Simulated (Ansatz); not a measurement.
**HfO2: the band gap up the ladder of functionals**

An exercise on one series of results from a longer session: the logs are not shown, and one member is left open.

Program: Ansatz 0.2.0. PAW datasets, plane waves. The cell comes from a prototype generator: it can be a known phase or a hypothetical one. Spin polarisation is off.

## Starting point

The cell was relaxed beforehand with r2SCAN.

It is tetragonal, P4_2/nmc (No. 137); conventional cell a = 3.577 Å, c = 5.202 Å, 11.09 Å³ an atom. Near Hf stand 4 O at 2.06 Å; near O stand 2 Hf at 2.06 Å.

The structure in full:

```
CELL_PARAMETERS angstrom
3.57669 0.00000 0.00000
0.00000 3.57669 0.00000
0.00000 0.00000 5.20222
ATOMIC_POSITIONS crystal
Hf 0.50000 0.50000 0.50000
Hf 0.00000 0.00000 0.00000
O 0.00000 0.50000 0.69621
O 0.50000 0.00000 0.80379
O 0.50000 0.00000 0.30379
O 0.00000 0.50000 0.19621
```

The first run:

Input file input.yaml:

```yaml
crystal:
  lattice:
    - [3.5766927294, 0.0, 0.0]
    - [0.0, 3.5766927294, 0.0]
    - [0.0, 0.0, 5.2022238258]
  atoms:
    - { symbol: Hf, position: [0.5, 0.5, 0.5] }
    - { symbol: Hf, position: [0.0, 0.0, 0.0] }
    - { symbol: O, position: [0.0, 0.5, 0.6962102144] }
    - { symbol: O, position: [0.5, 0.0, 0.8037897856] }
    - { symbol: O, position: [0.5, 0.0, 0.3037897856] }
    - { symbol: O, position: [0.0, 0.5, 0.1962102144] }
kpoints:
  mp_grid: { grid: [8, 8, 6] }
  band_path:
    path:
      - [[0.0, 0.0, 0.0], [-4.919020174985e-52, 0.5, 0.0], [0.5, 0.5, 0.0], [0.0, 0.0, 0.0], [0.0, 0.0, 0.5], [-4.919020174985e-52, 0.5, 0.5], [0.5, 0.5, 0.5], [0.0, 0.0, 0.5]]
      - [[-4.919020174985e-52, 0.5, 0.0], [-4.919020174985e-52, 0.5, 0.5]]
      - [[0.5, 0.5, 0.0], [0.5, 0.5, 0.5]]
    npoints: 10
hamiltonian:
  xc: pbe
scf:
  occupations: { method: fermi_dirac, width: 0.02 }
  n_extra_bands: 5
output:
  forces: true
  stress: true
  eigenvalues: true
  write_density: true
  write_potential: true
  elf: true
  volumetric_format: npy
```

Run with:

```sh
ansatz run input.yaml --threads 2 --pin off --max-ram 29491MiB --backend cpu --events-out ev --progress --plain --runs-dir out
```

Among the steps run: PBE band path; r2SCAN; HSE06 at the same geometry; PBE+SOC at the same geometry; Single point with PBE0.

One table of the session follows, with a row left open; its other results are not shown here.

| level | gap (eV) |
| --- | --- |
| PBE | 4.73 |
| r2SCAN | 5.26 |
| HSE06 | ? |
| PBE+SOC | 4.73 |
| PBE0 | 7.13 |

**Question.** Estimate the row for HSE06.

As computed: gap (eV): 6.37. In the column «gap (eV)» it lies between r2SCAN (5.26) and PBE0 (7.13).

Meshes: PBE 8×8×6, r2SCAN 8×8×6, HSE06 4×4×4, PBE+SOC 8×8×6, PBE0 4×4×4

Against HSE06, PBE is short by 1.64 eV, at 74 % of it, and r2SCAN 83 %. PBE0 lies 0.76 eV above HSE06, which differs from it by screening the long-range exchange.

To keep in mind: Warnings in the runs' records: stress exchange threshold loose, stress scf threshold loose.
